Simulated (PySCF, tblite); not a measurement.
# C8H16: changes of charge, part 1 of 2

Aim: compute the changes of charge of C8H16 (`CC1(C)CCCCC1`).

Computed with tblite 0.8.0 and PySCF 2.14.0 and routines of our own; the level stands in each step. Atoms count from 0.

## 1. The system as given

24 atoms, charge 0, multiplicity 1; geometry from: start built from the parent or by distance geometry.

## 2. Geometry optimisation with GFN2-xTB

The job: settings as JSON, then the geometry in Å.

```
{"job": {"kind": "relax", "xc": "GFN2-xTB", "basis": "xTB"}, "charge": 0, "multiplicity": 1}
C     -1.337100    -1.167400    -0.629100
C     -0.853400     0.120600     0.055100
C     -2.051400     0.908400     0.553300
C     -0.022700     0.994100    -0.922400
C      1.329500     0.364300    -1.254800
C      2.138400     0.025300    -0.033400
C      1.373900    -0.858100     0.928100
C      0.032100    -0.245500     1.311900
H     -1.975300    -0.915100    -1.484800
H     -0.548700    -1.795200    -0.986200
H     -1.962700    -1.774500     0.052900
H     -2.715300     1.190600    -0.295500
H     -1.778900     1.840600     1.076300
H     -2.670800     0.331800     1.241500
H      0.152800     1.981800    -0.450700
H     -0.598600     1.163600    -1.799200
H      1.895700     1.080300    -1.885700
H      1.184200    -0.544800    -1.875700
H      2.432600     0.960000     0.496400
H      3.088900    -0.468400    -0.311400
H      1.956100    -1.002400     1.855600
H      1.228400    -1.850000     0.492300
H     -0.511100    -0.934700     1.981000
H      0.189900     0.634200     1.899600
```

Command:

```
$ OMP_NUM_THREADS=1 python redox_run.py task.json out
```

This one command runs all jobs of the session in turn.

Output:

```text
step      E/eV     max force
  0    -688.81243    1.506
  1    -688.92522    0.370
  2    -688.93444    0.269
  3    -688.94819    0.266
  4    -688.95363    0.270
  5    -688.95827    0.135
  6    -688.96021    0.111
  7    -688.96172    0.076
  8    -688.96259    0.073
  9    -688.96314    0.051
 10    -688.96355    0.053
 11    -688.96404    0.052
 12    -688.96467    0.069
 13    -688.96535    0.073
 14    -688.96595    0.050
 15    -688.96646    0.062
 16    -688.96695    0.057
 17    -688.96740    0.046
 18    -688.96773    0.036
 19    -688.96793    0.027
 20    -688.96805    0.024
 21    -688.96814    0.023
 22    -688.96821    0.020
 23    -688.96826    0.017
 24    -688.96829    0.013
 25    -688.96831    0.011
 26    -688.96834    0.009
```

It took 0.47 s on 1 thread of Arm Neoverse V1, shared host.

Along the way:

```csv
step,energy from step 0 (eV),largest force (eV/Å)
0,0.0000,1.5058
1,-0.1128,0.3699
2,-0.1220,0.2692
3,-0.1358,0.2660
4,-0.1412,0.2701
5,-0.1458,0.1349
6,-0.1478,0.1107
7,-0.1493,0.0760
8,-0.1502,0.0732
9,-0.1507,0.0512
10,-0.1511,0.0529
11,-0.1516,0.0523
12,-0.1522,0.0695
13,-0.1529,0.0726
14,-0.1535,0.0497
15,-0.1540,0.0624
16,-0.1545,0.0568
17,-0.1550,0.0465
18,-0.1553,0.0361
19,-0.1555,0.0275
20,-0.1556,0.0236
21,-0.1557,0.0231
22,-0.1558,0.0201
23,-0.1558,0.0168
24,-0.1559,0.0130
25,-0.1559,0.0115
26,-0.1559,0.0095
```

Close pairs (by a distance rule), those that changed most:

```
  bond  before (Å)  after (Å)  change (Å)
 C1–C7       1.580      1.536      -0.044
C3–H15       1.063      1.093      +0.030
C2–H11       1.114      1.088      -0.026
C7–H23       1.070      1.093      +0.024
C5–H18       1.114      1.093      -0.021
 C4–C5       1.504      1.525      +0.021
C4–H17       1.110      1.091      -0.019
C0–H10       1.107      1.088      -0.019
```

The next job starts from the end point, and lists it.

## 3. Vibrational analysis with GFN2-xTB

The job: settings as JSON, then the geometry in Å.

```
{"job": {"kind": "ir", "xc": "GFN2-xTB", "basis": "xTB"}, "charge": 0, "multiplicity": 1}
C     -1.340992    -1.159609    -0.622362
C     -0.839986     0.107246     0.075701
C     -2.060067     0.907386     0.545582
C     -0.017534     0.978010    -0.886131
C      1.322280     0.351868    -1.262770
C      2.143206     0.048136    -0.014410
C      1.364191    -0.867967     0.922979
C      0.024025    -0.240810     1.297160
H     -1.962149    -0.897102    -1.476542
H     -0.521100    -1.776279    -0.977492
H     -1.939570    -1.755131     0.064181
H     -2.686783     1.180278    -0.300935
H     -1.751865     1.820407     1.051091
H     -2.658532     0.319662     1.238567
H      0.172864     1.940511    -0.403957
H     -0.601150     1.171058    -1.789426
H      1.872158     1.039642    -1.909440
H      1.159512    -0.568231    -1.826323
H      2.373109     0.983088     0.502609
H      3.088956    -0.420879    -0.294663
H      1.944533    -1.047386     1.831188
H      1.204044    -1.833575     0.440315
H     -0.528620    -0.918553     1.952092
H      0.215997     0.677758     1.858098
```

Output:

```text
mode    cm-1     km/mol
  1     147.5      0.05
  2     170.8      0.06
  3     225.5      0.00
  4     247.5      0.00
  5     292.5      0.01
  6     312.8      0.06
  7     343.0      0.24
  8     409.4      0.35
  9     422.6      0.13
 10     444.5      0.00
 11     454.6      0.26
 12     563.0      3.21
 13     752.5      0.45
 14     815.8      0.27
 15     870.4      2.33
 16     906.1      1.48
 17     918.8      0.00
 18     949.9      2.85
 19     958.6      2.29
 20     966.5      1.93
 21     995.1      2.96
 22    1013.2      5.04
 23    1021.5      0.11
 24    1056.8      2.01
 25    1099.7      0.01
 26    1111.2      0.02
 27    1143.4      0.97
 28    1159.4      1.96
 29    1185.8     10.88
 30    1204.8      3.35
 31    1250.5      0.94
 32    1253.9      3.67
 33    1287.3      6.25
 34    1308.3      9.21
 35    1338.6      1.57
 36    1342.4      0.65
 37    1355.6      1.25
 38    1356.1      0.38
 39    1366.5      1.27
 40    1408.0      3.83
 41    1424.8      3.27
 42    1484.1      0.00
 43    1486.4      0.02
 44    1489.8      0.57
 45    1491.0      0.09
 46    1503.9      0.62
 47    1505.4      0.98
 48    1507.2      0.51
 49    1514.8      1.28
 50    1517.3      1.80
 51    2953.8     21.45
 52    2957.7     29.10
 53    2959.1     23.55
 54    2963.0     10.11
 55    2966.0     33.91
 56    2974.2     86.43
 57    2974.4     47.52
 58    2981.3    108.03
 59    2988.8     51.24
 60    2993.3    116.65
 61    3021.9     31.06
 62    3022.3      1.56
 63    3026.8    107.30
 64    3029.4     50.66
 65    3034.6     57.35
 66    3056.0     37.65
ZPE 587.712  H(298)-E 612.442  G(298)-E 503.754 kJ/mol  S 364.54 J/(mol K)
```

Run time: 0.98 s. Hardware: 1 thread of Arm Neoverse V1, shared host.

Which atoms move in the most intense modes:

```
cm⁻¹  km/mol                                   atoms
2974    86.4            H15 34 %, H14 23 %, H22 12 %
2974    47.5  H22 36 %, H23 22 %, H19 11 %, H15 10 %
2981   108.0                      H19 38 %, H18 33 %
2989    51.2            H21 47 %, H17 25 %, H20 12 %
2993   116.7                      H17 49 %, H21 26 %
3027   107.3   H11 30 %, H13 26 %, H8 18 %, H10 16 %
3029    50.7             H10 32 %, H12 29 %, H8 28 %
3035    57.4            H13 36 %, H11 33 %, H12 13 %
```

## 4. Relaxing the molecule at PBE0-D3(BJ)/def2-SVP

The job, as its differences from that of step 3:

```diff
@@ -1,2 +1,2 @@
-{"job": {"kind": "ir", "xc": "GFN2-xTB", "basis": "xTB"}, "charge": 0, "multiplicity": 1}
+{"job": {"xc": "PBE0", "basis": "def2-SVP", "d3": "d3bj", "grid": 1, "kind": "geom"}, "charge": 0, "multiplicity": 1}
 C     -1.340992    -1.159609    -0.622362
```

Output:

```text
step   0  E = -313.91736048  max force = 0.012610
step   1  E = -313.91937311  max force = 0.002238
step   2  E = -313.91940020  max force = 0.000136
step   3  E = -313.91939487  max force = 0.000122
step   4  E = -313.91939727  max force = 0.000077
optimisation converged
```

Wall time 90 s (1 thread of Arm Neoverse V1, shared host); peak memory 0.96 GiB.

Relaxation path:

```csv
step,energy from step 0 (eV),largest force component (eV/Å)
0,0.0000,0.6484
1,-0.0548,0.1151
2,-0.0555,0.0070
3,-0.0554,0.0063
4,-0.0554,0.0040
```

Close pairs (by a distance rule), those that changed most:

```csv
bond,before (Å),after (Å),change (Å)
C2–H13,1.088,1.102,+0.014
C2–H11,1.088,1.102,+0.014
C0–H9,1.086,1.100,+0.014
C2–H12,1.088,1.102,+0.014
C0–H10,1.088,1.102,+0.014
C0–H8,1.088,1.102,+0.014
C4–H17,1.091,1.104,+0.013
C5–H18,1.093,1.106,+0.013
```

The next job starts from the end point, and lists it.

```
                         at the end point                value
  point group (found at 0.08 Å tolerance)                   Cs
rotational constants (GHz, main isotopes)  3.006, 1.696, 1.491
                        dipole moment (D)                 0.08
```

## 5. Single point (C₈H₁₆): wB97X-D3(BJ)/ma-def2-SVP

Geometry: PBE0-D3(BJ)/def2-SVP.

The job: settings as JSON, then the geometry in Å.

```
{"job": {"kind": "sp", "xc": "wB97X", "basis": "ma-def2-SVP", "d3": "d3bj", "grid": 2}, "charge": 0, "multiplicity": 1}
C     -1.337635    -1.150599    -0.637531
C     -0.848074     0.112890     0.075872
C     -2.064722     0.908449     0.545762
C     -0.012679     0.985635    -0.878748
C      1.331987     0.372613    -1.255838
C      2.148839     0.024682    -0.016192
C      1.362264    -0.875364     0.930445
C      0.017427    -0.255126     1.295127
H     -1.966199    -0.889618    -1.504004
H     -0.512291    -1.776919    -1.005806
H     -1.944438    -1.770291     0.042002
H     -2.704055     1.194504    -0.305023
H     -1.759455     1.832154     1.063014
H     -2.679293     0.318361     1.244686
H      0.168676     1.957926    -0.385136
H     -0.604088     1.206569    -1.784015
H      1.891593     1.069526    -1.900825
H      1.175156    -0.538328    -1.859514
H      2.414226     0.958397     0.512899
H      3.101297    -0.451199    -0.301121
H      1.943809    -1.069099     1.846498
H      1.207511    -1.860405     0.456587
H     -0.552240    -0.929116     1.957950
H      0.200317     0.666459     1.877454
```

Output:

```text
coarse grid: 18608 points
cycle   1  E = -314.4278451549  dE =  1.186e+00  |g| = 2.501e-01  |ddm| = 7.488e+00
cycle   2  E = -314.4479008670  dE = -2.006e-02  |g| = 1.016e-01  |ddm| = 7.755e-01
cycle   3  E = -314.4502860037  dE = -2.385e-03  |g| = 4.442e-02  |ddm| = 2.973e-01
cycle   4  E = -314.4508190292  dE = -5.330e-04  |g| = 6.238e-03  |ddm| = 1.903e-01
cycle   5  E = -314.4508285801  dE = -9.551e-06  |g| = 1.856e-03  |ddm| = 3.563e-02
final grid: 175616 points
cycle   6  E = -314.4891495136  dE = -3.544e-05  |g| = 3.662e-03  |ddm| = 1.101e-01
cycle   7  E = -314.4891510755  dE = -1.562e-06  |g| = 2.995e-03  |ddm| = 2.732e-02
cycle   8  E = -314.4891532990  dE = -2.223e-06  |g| = 2.242e-04  |ddm| = 6.449e-03
cycle   9  E = -314.4891533162  dE = -1.726e-08  |g| = 8.668e-05  |ddm| = 2.962e-03
cycle  10  E = -314.4891533183  dE = -2.043e-09  |g| = 1.739e-05  |ddm| = 4.544e-04
converged SCF energy = -314.4891533183
```

It took 28 s on 1 thread of Arm Neoverse V1, shared host; peak memory 1.1 GiB.

Orbitals, density, ELF and potential are computed afterwards from the orbital file.

Frontier orbitals at wB97X/ma-def2-SVP, with the share of their density that lies nearest to each atom:

```csv
orbital,energy (eV),lies on
HOMO,-10.61,"C1 16 %; C3, C7 about 10 % each; C5 8 %"
LUMO,1.45,5 H atoms about 8 % each; 4 H atoms about 7 % each
```

ELF in a plane through or near 10 of the atoms.

Ten even steps from ' ' (0.00) to '@' (1.00):
```
                                                        
                                                        
                                                        
              ::##%%++      ++%%**..                    
            ==@@@@@@@@--  --@@@@@@**                    
            ==@@@@@@@@++..++@@@@@@**    ....            
              ::%%@@%%**%%==**@@##..  **@@@@%%..        
                --**::++@@..--++::  ::@@@@@@@@++        
        ==**++==++%%##**##==**@@++--++@@@@@@@@==        
      --@@@@@@%%----**::  --##----@@**++##**::          
      --@@@@@@%%::--**::  --##----@@****##**::          
        ==++++==++%%%%**##++**%%++--++@@@@@@@@==        
                --**::++@@::==++--  ::@@@@@@@@++        
              ::%%@@%%**##==**@@##    **@@@@%%::        
            ==%%@@@@@@++..++@@@@@@**    ....            
            ==@@@@@@@@--  --@@@@@@##                    
              ::##%%++      ++%%**..                    
                                                        
                                                        
                                                        
```
The map spans 11.5 Å across and 9.5 Å up, centred on the molecule. Atoms in the plane (x, y in Å): C1 (0.9, 0.0), C3 (0.0, -1.3), C5 (-2.1, 0.0), C7 (0.0, 1.3), H11 (2.8, -0.9), H13 (2.8, 0.9), H15 (0.6, -2.2), H16 (-1.9, -2.2), H20 (-1.9, 2.2), H22 (0.6, 2.2).

On the surface of density 0.002 e/bohr³ the electrostatic potential runs, from the 1st to the 99th percentile, from -0.08 to 0.47 V.

## 6. Single point (C₈H₁₆+ (doublet)): wB97X-D3(BJ)/ma-def2-SVP

Geometry: PBE0-D3(BJ)/def2-SVP, that of another charge or spin state.

The job, as its differences from that of step 5:

```diff
@@ -1,2 +1,2 @@
-{"job": {"kind": "sp", "xc": "wB97X", "basis": "ma-def2-SVP", "d3": "d3bj", "grid": 2}, "charge": 0, "multiplicity": 1}
+{"job": {"kind": "sp", "xc": "wB97X", "basis": "ma-def2-SVP", "d3": "d3bj", "grid": 2}, "charge": 1, "multiplicity": 2}
 C     -1.337635    -1.150599    -0.637531
```

Output:

```text
final grid: 175616 points
cycle   1  E = -314.1077139350  dE = -5.818e-10  |g| = 9.347e-06  |ddm| = 4.921e-05
converged SCF energy = -314.1077139350
```

Run time: 3.5 min. Hardware: 1 thread of Arm Neoverse V1, shared host; peak memory 1.4 GiB.

## 7. Relaxing the molecule with GFN2-xTB

This step treats C₈H₁₆+ (doublet).

The job: settings as JSON, then the geometry in Å.

```
{"job": {"kind": "relax", "xc": "GFN2-xTB", "basis": "xTB"}, "charge": 1, "multiplicity": 2}
C     -1.321400    -1.156700    -0.642800
C     -0.858800     0.121500     0.052900
C     -2.047300     0.900800     0.549000
C     -0.015200     1.000300    -0.899300
C      1.328800     0.368800    -1.244500
C      2.137800     0.023000    -0.025000
C      1.362700    -0.869500     0.919400
C      0.028900    -0.246100     1.300200
H     -1.957200    -0.896500    -1.505200
H     -0.521600    -1.779600    -1.000500
H     -1.951400    -1.774300     0.035100
H     -2.712500     1.187800    -0.305100
H     -1.770600     1.834500     1.079600
H     -2.671900     0.316400     1.235800
H      0.161200     1.974900    -0.384600
H     -0.610500     1.208500    -1.763000
H      1.892800     1.075700    -1.897800
H      1.171600    -0.549800    -1.863000
H      2.412100     0.964300     0.521300
H      3.110600    -0.448300    -0.292300
H      1.936300    -1.056600     1.851600
H      1.204500    -1.855500     0.455800
H     -0.540900    -0.913900     1.979800
H      0.186400     0.652000     1.872400
```

Output:

```text
step      E/eV     max force
  0    -675.39934    1.776
  1    -675.54694    0.705
  2    -675.57970    0.415
  3    -675.59954    0.382
  4    -675.62696    0.439
  5    -675.63806    0.304
  6    -675.64443    0.140
  7    -675.64741    0.145
  8    -675.65030    0.199
  9    -675.65212    0.139
 10    -675.65320    0.063
 11    -675.65399    0.064
 12    -675.65490    0.104
 13    -675.65585    0.103
 14    -675.65663    0.067
 15    -675.65719    0.055
 16    -675.65761    0.063
 17    -675.65793    0.053
 18    -675.65814    0.033
 19    -675.65827    0.035
 20    -675.65839    0.042
 21    -675.65851    0.042
 22    -675.65861    0.033
 23    -675.65869    0.024
 24    -675.65875    0.020
 25    -675.65879    0.016
 26    -675.65883    0.015
 27    -675.65887    0.017
 28    -675.65890    0.019
 29    -675.65892    0.014
 30    -675.65893    0.007
```

Wall time 0.25 s (1 thread of Arm Neoverse V1, shared host).

Along the way:

| step | energy from step 0 (eV) | largest force (eV/Å) |
| --- | --- | --- |
| 0 | 0.0000 | 1.7764 |
| 1 | -0.1476 | 0.7046 |
| 2 | -0.1804 | 0.4153 |
| 3 | -0.2002 | 0.3820 |
| 4 | -0.2276 | 0.4391 |
| 5 | -0.2387 | 0.3038 |
| 6 | -0.2451 | 0.1395 |
| 7 | -0.2481 | 0.1451 |
| 8 | -0.2510 | 0.1989 |
| 9 | -0.2528 | 0.1392 |
| 10 | -0.2539 | 0.0630 |
| 11 | -0.2546 | 0.0641 |
| 12 | -0.2556 | 0.1038 |
| 13 | -0.2565 | 0.1027 |
| 14 | -0.2573 | 0.0668 |
| 15 | -0.2578 | 0.0546 |
| 16 | -0.2583 | 0.0634 |
| 17 | -0.2586 | 0.0530 |
| 18 | -0.2588 | 0.0334 |
| 19 | -0.2589 | 0.0346 |
| 20 | -0.2591 | 0.0422 |
| 21 | -0.2592 | 0.0424 |
| 22 | -0.2593 | 0.0331 |
| 23 | -0.2593 | 0.0237 |
| 24 | -0.2594 | 0.0196 |
| 25 | -0.2594 | 0.0161 |
| 26 | -0.2595 | 0.0149 |
| 27 | -0.2595 | 0.0173 |
| 28 | -0.2596 | 0.0187 |
| 29 | -0.2596 | 0.0139 |
| 30 | -0.2596 | 0.0071 |

Close pairs (by a distance rule), those that changed most:

```
  bond  before (Å)  after (Å)  change (Å)
C5–H18       1.122      1.090      -0.033
C2–H11       1.120      1.089      -0.031
C4–H17       1.119      1.090      -0.028
 C4–C5       1.504      1.532      +0.028
C3–H14       1.116      1.091      -0.026
C5–H19       1.114      1.088      -0.025
C3–H15       1.069      1.094      +0.025
C0–H10       1.113      1.089      -0.024
```

The next job starts from the end point, and lists it.

## 8. Harmonic vibrations with GFN2-xTB

The job: settings as JSON, then the geometry in Å.

```
{"job": {"kind": "ir", "xc": "GFN2-xTB", "basis": "xTB"}, "charge": 1, "multiplicity": 2}
C     -1.362218    -1.164823    -0.645441
C     -0.899396     0.089627     0.063211
C     -2.081117     0.903259     0.544987
C      0.019016     0.984528    -0.842022
C      1.319954     0.341919    -1.226189
C      2.192559     0.057777     0.000134
C      1.350795    -0.862385     0.889050
C      0.049589    -0.221335     1.274422
H     -1.991662    -0.910837    -1.496867
H     -0.541258    -1.778106    -1.002567
H     -1.976055    -1.772070     0.017822
H     -2.727202     1.181983    -0.286645
H     -1.767758     1.810400     1.055659
H     -2.701705     0.322544     1.226357
H      0.200956     1.927353    -0.324752
H     -0.581183     1.183168    -1.734812
H      1.890692     1.045260    -1.847192
H      1.165472    -0.564226    -1.812603
H      2.426322     0.984063     0.524422
H      3.123802    -0.425637    -0.288941
H      1.943162    -1.030230     1.798301
H      1.198889    -1.830983     0.412380
H     -0.528336    -0.896094     1.912706
H      0.231144     0.706472     1.818238
```

Output:

```text
mode    cm-1     km/mol
  1     146.2      0.87
  2     147.3      0.34
  3     204.4      2.08
  4     215.9      0.03
  5     276.1      0.12
  6     311.5      0.25
  7     318.7      0.14
  8     347.8      5.65
  9     416.6      0.03
 10     424.4      2.06
 11     450.4      0.32
 12     538.2     10.96
 13     679.1      9.39
 14     724.1     13.29
 15     776.2      1.60
 16     852.1      1.59
 17     876.9     72.92
 18     900.6      0.75
 19     905.0     17.49
 20     910.4     10.44
 21     932.5     27.04
 22     949.7     11.95
 23     959.5     31.22
 24     989.8     21.18
 25    1023.5     32.55
 26    1038.7      4.36
 27    1063.6      6.62
 28    1077.0    161.51
 29    1116.7      2.46
 30    1133.8    246.99
 31    1164.8     24.50
 32    1189.2      8.35
 33    1205.1     11.41
 34    1230.0     60.66
 35    1241.2     22.97
 36    1270.3      2.65
 37    1270.9     10.42
 38    1290.6      8.45
 39    1337.9      8.68
 40    1367.1     14.80
 41    1372.9     32.94
 42    1392.3    120.47
 43    1404.6      0.04
 44    1411.2    153.44
 45    1428.0     14.73
 46    1431.7     16.29
 47    1444.9      0.89
 48    1454.8      5.49
 49    1466.8      1.87
 50    1477.7     50.33
 51    2887.9     88.43
 52    2895.3     51.59
 53    2941.3     27.33
 54    2941.8     24.06
 55    2994.6      2.70
 56    2997.3      5.17
 57    3004.3      5.09
 58    3007.3      0.50
 59    3008.3      0.19
 60    3019.1     32.97
 61    3020.3      0.66
 62    3025.9     27.00
 63    3032.3      3.37
 64    3037.4      7.99
 65    3051.1      8.22
 66    3070.9      6.98
ZPE 571.180  H(298)-E 597.331  G(298)-E 484.403 kJ/mol  S 378.76 J/(mol K)
```

Run time: 1.1 s. Hardware: 1 thread of Arm Neoverse V1, shared host.

Which atoms move in the most intense modes:

```csv
cm⁻¹,km/mol,atoms
877,72.9,"C6 14 %, C4 14 %, H20 12 %, H16 12 %"
1077,161.5,"H16 28 %, H20 28 %, H22 12 %, H15 12 %"
1134,247.0,"C5 19 %, C6 14 %, C4 13 %, H21 10 %"
1230,60.7,"C1 34 %, H15 11 %, H22 10 %"
1392,120.5,"H13 25 %, H11 25 %, H8 13 %, H10 13 %"
1411,153.4,"H8 18 %, H10 18 %, H13 12 %, H11 12 %"
2888,88.4,"H16 55 %, H20 38 %"
2895,51.6,"H20 55 %, H16 38 %"
```

## 9. Relaxing the molecule at PBE0-D3(BJ)/def2-SVP

This step treats C8H16+ (doublet).

The job, as its differences from that of step 8:

```diff
@@ -1,2 +1,2 @@
-{"job": {"kind": "ir", "xc": "GFN2-xTB", "basis": "xTB"}, "charge": 1, "multiplicity": 2}
+{"job": {"xc": "PBE0", "basis": "def2-SVP", "d3": "d3bj", "grid": 1, "kind": "geom"}, "charge": 1, "multiplicity": 2}
 C     -1.362218    -1.164823    -0.645441
```

Output:

```text
step   0  E = -313.56937597  max force = 0.035593
step   1  E = -313.57520814  max force = 0.009464
step   2  E = -313.57567933  max force = 0.002735
step   3  E = -313.57574249  max force = 0.000203
step   4  E = -313.57573924  max force = 0.000146
step   5  E = -313.57574218  max force = 0.000139
optimisation converged
```

It took 3.1 min on 1 thread of Arm Neoverse V1, shared host; peak memory 0.96 GiB.

The steps of the relaxation:

```csv
step,energy from step 0 (eV),largest force component (eV/Å)
0,0.0000,1.8303
1,-0.1587,0.4867
2,-0.1715,0.1406
3,-0.1732,0.0104
4,-0.1732,0.0075
5,-0.1732,0.0071
```

Distances of close pairs at the start and the end, largest changes first:

```
  bond  before (Å)  after (Å)  change (Å)
 C1–C3       1.570      1.624      +0.054
 C1–C7       1.570      1.624      +0.054
C7–H22       1.094      1.111      +0.017
C3–H15       1.094      1.111      +0.017
 C3–C4       1.501      1.486      -0.015
 C6–C7       1.501      1.486      -0.015
C0–H10       1.089      1.102      +0.013
 C0–H8       1.089      1.102      +0.013
```

The end geometry stands in the next job.

```
                         at the end point                value
  point group (found at 0.08 Å tolerance)                   Cs
rotational constants (GHz, main isotopes)  3.071, 1.627, 1.471
                                     ⟨S²⟩                0.753
```

(Continued in part 2 of 2.)
